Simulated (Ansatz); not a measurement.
# FH2NOSW: vertical ionisation energy

Aim: the vertical ionisation energy of FH2NOSW, as cation minus neutral at the neutral's geometry, on several levels, and how well −ε(HOMO) stands in for it.

Method: unrestricted cation, the program's frozen cores in correlated methods; program: Ansatz 0.2.0, Gaussian basis.

Levels to be run: UKS PBE-D4/def2-TZVPP; UKS r2SCAN-D4/def2-TZVPP; UKS PBE0-D4/def2-TZVPP; UKS B3LYP-D4/def2-TZVPP; UKS wB97X-V/def2-TZVPP; UKS wB97M-V/def2-TZVPP; UKS B2PLYP/def2-TZVPP; UHF-CCSD(T)/def2-TZVPP; UHF-MP2/def2-QZVPP; extrapolation to the limit; then −ε(HOMO) from the neutral's earlier runs with LDA (SPW92), PBE-D4, revPBE-D4, BLYP-D4, r2SCAN-D4, B97M-V, PBE0-D4, B3LYP-D4, r2SCANh-D4, r2SCAN0-D4, HSE06-D4, BHLYP-D4, CAM-B3LYP-D4, LC-ωPBE, ωB97X-V, ωB97M-V.

**1. The geometry**

An earlier PBE0-D4 in a triple-zeta def2 set relaxation fixed the geometry. W takes the def2 core potential; no spin-orbit term is included.

7 atoms, charge 0, spin multiplicity 1.

Atoms are counted from 1 here; the program's logs count them from 0.

Bond lengths: N1–W2 1.920 Å, N1–H6 1.010 Å, N1–H7 1.009 Å, W2–O3 1.695 Å, W2–F4 1.860 Å, W2–S5 2.133 Å. Angles: W2–N1–H6 122.5°, W2–N1–H7 124.3°, H6–N1–H7 111.8°, N1–W2–O3 106.8°, N1–W2–F4 110.8°, N1–W2–S5 108.1°, O3–W2–F4 109.8°, O3–W2–S5 110.9°, F4–W2–S5 110.4°.

**2. Cation, UKS PBE-D4/def2-TZVPP**

File in.yaml:

```yaml
crystal:
  periodic: [false, false, false]
  atoms:
    - {symbol: N, position_ang: [-0.508169, 0.942671, -0.520730]}
    - {symbol: W, position_ang: [0.319662, -0.628324, 0.209779]}
    - {symbol: O, position_ang: [-0.886294, -1.815271, 0.311740]}
    - {symbol: F, position_ang: [1.696131, -1.223333, -0.890918]}
    - {symbol: S, position_ang: [1.073182, -0.141661, 2.145331]}
    - {symbol: H, position_ang: [-1.381622, 0.910601, -1.026849]}
    - {symbol: H, position_ang: [-0.251789, 1.887317, -0.274052]}
basis:
  gaussian: {orbitals: def2-TZVPP}
total_charge: 1
magnetization: {spin_polarized: true, initial_magnetization: 1}
hamiltonian: {xc: pbe, dispersion: d4}
```

Started as:

```
> ansatz run in.yaml --threads 2 --pin off --events-out ev --progress --plain --max-ram 31744MiB --backend cpu
```

After this run come: Cation, UKS r2SCAN-D4/def2-TZVPP; Cation, UKS PBE0-D4/def2-TZVPP; Cation, UKS B3LYP-D4/def2-TZVPP; Cation, UKS wB97X-V/def2-TZVPP; Cation, UKS wB97M-V/def2-TZVPP; Cation, UKS B2PLYP (frozen core)/def2-TZVPP; Cation, UHF-CCSD(T)/def2-TZVPP; Cation, UHF-MP2/def2-QZVPP.

Before running them: what should the planned runs give, taken together? Wanted: ionisation energy, CCSD(T)/CBS; nearest functional by difference; nearest −ε(HOMO); −ε(HOMO) of PBE; T1 of the cation.

**Answer**, as computed:

```
                        quantity               value
  ionisation energy, CCSD(T)/CBS            10.04 eV
nearest functional by difference  ωB97M-V (-0.19 eV)
                nearest −ε(HOMO)  ωB97X-V (-0.03 eV)
                 −ε(HOMO) of PBE             6.51 eV
                T1 of the cation               0.037
```

What this shows: By cation minus neutral, the functionals miss by 0.41 eV at most. The PBE orbital energy is 3.5 eV too small: a semilocal HOMO is no ionisation energy. Among orbital estimates ωB97X-V comes nearest. Hartree-Fock falls 1.17 eV short, as the neutral has more correlation energy than the cation. The cation's T1 (from the report) is 0.037, near the customary mark of 0.045 for open shells, so the coupled-cluster value is less safe. The cation may have settled in a state other than its lowest; no search over hole states beyond the program's own was made. Correlated methods include outer-core shells of W, which these sets cover unevenly.
